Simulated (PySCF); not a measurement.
# C2H6AlCl2N (AlCl2(NMe2)): the cost of one run

Programs: PySCF 2.14.0, with density-fitted response routines of our own. Each step states its level of theory. These are calculated values for one molecule in the gas phase, unless marked as measured. Atoms count from 0, in the outputs and in this text.

## 1. Starting geometry

12 atoms, charge 0, multiplicity 1; geometry from: GFN2-xTB. The atoms were then displaced at random by about 0.03 Å, so the start is not that level's minimum.

Bonds of the start (Å): Al0–Cl1 1.98, Al0–Cl2 2.10, Al0–N3 1.70, N3–C4 1.54, N3–C5 1.42, C4–H6 1.04, C4–H7 1.12, C4–H8 1.13, C5–H9 1.07, C5–H10 1.13, C5–H11 1.06.

## 2. Relaxing the molecule at PBE0-D3(BJ)/def2-SVP

What the job is given:

```
{"job": {"xc": "PBE0", "basis": "def2-SVP", "d3": "d3bj", "grid": 1, "maxiter": 40, "shake": 0.03, "kind": "geom"}, "charge": 0, "multiplicity": 1}
Al     0.974140     1.507060     0.020790
Cl     2.574910     1.764780    -1.118030
Cl     0.172010     3.117750     1.111080
N      0.116540     0.033950    -0.009770
C     -1.202340    -0.237110     0.734540
C      0.402280    -1.121840    -0.780470
H     -2.004890    -0.461060     0.105890
H     -1.396650     0.688350     1.326970
H     -1.061420    -1.039850     1.515420
H      1.304830    -0.910770    -1.311640
H      0.596060    -1.998140    -0.091690
H     -0.360000    -1.425860    -1.452110
```

On the command line:

```console
$ OMP_NUM_THREADS=1 python probes_run.py task.json out
```

This one command runs all jobs of the session in turn.

**Question.** How long does this first job take on 1 thread of Arm Neoverse N1, shared host, and how much memory does it need?

About 78 s, with a peak of 0.5 GiB.
